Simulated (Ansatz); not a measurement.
**CH₈S₂Si₂: how energies converge with the basis set**

An exercise on one series of results from a longer session: the logs are not shown, and one member is left open.

The runs use Ansatz 0.2.0, Gaussian basis; one geometry, several basis sets.

Levels to be run: PBE0-D4/def2-SVP; ωB97M-V/def2-SVP; PBE0-D4/def2-QZVPP; ωB97M-V/def2-QZVPP; the functionals' def2-TZVPP values are taken from earlier runs.

### The relaxed structure

All runs share one geometry, relaxed beforehand with PBE0-D4 in a triple-zeta def2 set.

SMILES `[SiH3]C([SiH3])SS`, 13 atoms, charge 0, spin multiplicity 1.

Atoms are counted from 1 here; the program's logs count them from 0.

Bond lengths: Si1–C2 1.880 Å, Si1–H6 1.485 Å, Si1–H7 1.488 Å, Si1–H8 1.486 Å, C2–Si3 1.889 Å, C2–S4 1.816 Å, C2–H9 1.095 Å, Si3–H10 1.486 Å, Si3–H11 1.485 Å, Si3–H12 1.484 Å, S4–S5 2.038 Å, S5–H13 1.348 Å. Angles: C2–Si1–H6 110.7°, C2–Si1–H7 110.1°, C2–Si1–H8 108.7°, H6–Si1–H7 108.8°, H6–Si1–H8 109.2°, H7–Si1–H8 109.3°, Si1–C2–Si3 111.9°, Si1–C2–S4 111.3°, Si1–C2–H9 111.2°, Si3–C2–S4 106.8°, Si3–C2–H9 106.6°, S4–C2–H9 108.8°, C2–Si3–H10 108.5°, C2–Si3–H11 109.5°, C2–Si3–H12 110.3°, H10–Si3–H11 109.2°, H10–Si3–H12 109.8°, H11–Si3–H12 109.5° and more.

As a file:

```xyz
13
CH8S2Si2
Si   -0.7021   -0.7246    1.1263
C     0.3430    0.3398   -0.0179
Si    1.6154   -0.6842   -0.9663
S    -0.6846    1.1798   -1.2573
S    -1.6240    2.6777   -0.2432
H    -1.8512    0.0497    1.6610
H     0.1207   -1.2118    2.2660
H    -1.2142   -1.8884    0.3571
H     0.9042    1.0931    0.5451
H     2.3217   -1.5678   -0.0021
H     0.9232   -1.5201   -1.9797
H     2.5927    0.2063   -1.6414
H    -2.7244    2.0158    0.1671
```

The first run:

Input file in.yaml:

```yaml
crystal:
  periodic: [false, false, false]
  atoms:
    - {symbol: Si, position_ang: [-0.702143, -0.724551, 1.126294]}
    - {symbol: C, position_ang: [0.342981, 0.339850, -0.017862]}
    - {symbol: Si, position_ang: [1.615428, -0.684220, -0.966345]}
    - {symbol: S, position_ang: [-0.684597, 1.179830, -1.257346]}
    - {symbol: S, position_ang: [-1.624046, 2.677688, -0.243161]}
    - {symbol: H, position_ang: [-1.851225, 0.049746, 1.660991]}
    - {symbol: H, position_ang: [0.120714, -1.211844, 2.266038]}
    - {symbol: H, position_ang: [-1.214169, -1.888392, 0.357080]}
    - {symbol: H, position_ang: [0.904167, 1.093104, 0.545104]}
    - {symbol: H, position_ang: [2.321717, -1.567844, -0.002054]}
    - {symbol: H, position_ang: [0.923209, -1.520123, -1.979701]}
    - {symbol: H, position_ang: [2.592652, 0.206287, -1.641384]}
    - {symbol: H, position_ang: [-2.724388, 2.015770, 0.167147]}
basis:
  gaussian: {orbitals: def2-SVP}
hamiltonian: {xc: pbe0, dispersion: d4}
output: {orbitals: {seedname: orbitals}}
```

Command:

```sh
ansatz run in.yaml --threads 4 --pin off --events-out ev --progress --plain --max-ram 10444MiB
```

Steps of the session up to this table: PBE0-D4 in def2-SVP; ωB97M-V in def2-SVP; PBE0-D4 in def2-QZVPP; ωB97M-V in def2-QZVPP.

One of the session's tables, all rows but one given; the rest of the session is left out.

It belongs to the step «Density functionals: the series». 

| functional | basis | HOMO (eV) |
| --- | --- | --- |
| PBE0-D4 | def2-SVP | -6.95 |
| PBE0-D4 | def2-TZVPP | ? |
| PBE0-D4 | def2-QZVPP | -7.03 |
| ωB97M-V | def2-SVP | -9.08 |
| ωB97M-V | def2-TZVPP | -9.17 |
| ωB97M-V | def2-QZVPP | -9.20 |

Q: Estimate the row for PBE0-D4, def2-TZVPP from the others.

As computed: HOMO (eV): -7.01. In the column «HOMO (eV)» it lies between PBE0-D4, def2-QZVPP (-7.03) and PBE0-D4, def2-SVP (-6.95).
